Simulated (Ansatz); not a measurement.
# CH4BCl3O: basis-set convergence

An exercise on one series of results from a longer session: the logs are not shown, and one member is left open.

Computed with Ansatz 0.2.0, Gaussian basis. Level: one geometry, several basis sets.

The runs, in order: PBE0-D4/def2-SVP; ωB97M-V/def2-SVP; PBE0-D4/def2-QZVPP; ωB97M-V/def2-QZVPP; the functionals' def2-TZVPP values are taken from earlier runs.

## The geometry

The geometry comes from an earlier relaxation with PBE0-D4 in a triple-zeta def2 set; it is a stationary point, not always the lowest conformer.

SMILES `C[OH+][B-](Cl)(Cl)Cl`, 10 atoms, charge 0, spin multiplicity 1.

Atoms are counted from 1 here; the program's logs count them from 0.

Bond lengths: C1–O2 1.446 Å, C1–H7 1.088 Å, C1–H8 1.089 Å, C1–H9 1.086 Å, O2–B3 1.610 Å, O2–H10 0.968 Å, B3–Cl4 1.822 Å, B3–Cl5 1.816 Å, B3–Cl6 1.805 Å. Angles: O2–C1–H7 107.5°, O2–C1–H8 109.9°, O2–C1–H9 105.7°, H7–C1–H8 112.2°, H7–C1–H9 110.7°, H8–C1–H9 110.6°, C1–O2–B3 120.1°, C1–O2–H10 112.3°, B3–O2–H10 107.4°, O2–B3–Cl4 106.5°, O2–B3–Cl5 101.4°, O2–B3–Cl6 105.0°, Cl4–B3–Cl5 113.1°, Cl4–B3–Cl6 113.8°, Cl5–B3–Cl6 115.3°.

Set-up of the first run:

The input, in.yaml:

```yaml
crystal:
  periodic: [false, false, false]
  atoms:
    - {symbol: C, position_ang: [0.299028, -1.015161, 0.849934]}
    - {symbol: O, position_ang: [0.668761, 0.087910, -0.008439]}
    - {symbol: B, position_ang: [-0.469584, 1.011780, -0.672845]}
    - {symbol: Cl, position_ang: [-1.618340, -0.116215, -1.525668]}
    - {symbol: Cl, position_ang: [0.512645, 2.026915, -1.814162]}
    - {symbol: Cl, position_ang: [-1.214582, 1.903255, 0.708405]}
    - {symbol: H, position_ang: [1.213667, -1.410092, 1.286931]}
    - {symbol: H, position_ang: [-0.239945, -1.767150, 0.276451]}
    - {symbol: H, position_ang: [-0.340254, -0.589110, 1.617860]}
    - {symbol: H, position_ang: [1.271605, -0.183433, -0.715566]}
basis:
  gaussian: {orbitals: def2-SVP}
hamiltonian: {xc: pbe0, dispersion: d4}
output: {orbitals: {seedname: orbitals}}
```

Started as:

```console
ansatz run in.yaml --threads 4 --pin off --events-out ev --progress --plain --max-ram 10444MiB
```

Among the steps run: PBE0-D4 in def2-SVP; ωB97M-V in def2-SVP; PBE0-D4 in def2-QZVPP; ωB97M-V in def2-QZVPP.

One of the session's tables, all rows but one given; the rest of the session is left out.

It belongs to the step «Functionals by basis». 

```
functional       basis  HOMO (eV)  LUMO (eV)
   PBE0-D4    def2-SVP      -7.86       0.37
   PBE0-D4  def2-TZVPP      -8.12      -0.15
   PBE0-D4  def2-QZVPP          ?          ?
   ωB97M-V    def2-SVP     -10.05       2.12
   ωB97M-V  def2-TZVPP     -10.37       1.41
   ωB97M-V  def2-QZVPP     -10.43       0.83
```

**Question.** Estimate the row for PBE0-D4, def2-QZVPP.

As computed: HOMO (eV): -8.16; LUMO (eV): -0.45. In the column «HOMO (eV)» it lies between ωB97M-V, def2-SVP (-10.05) and PBE0-D4, def2-TZVPP (-8.12).
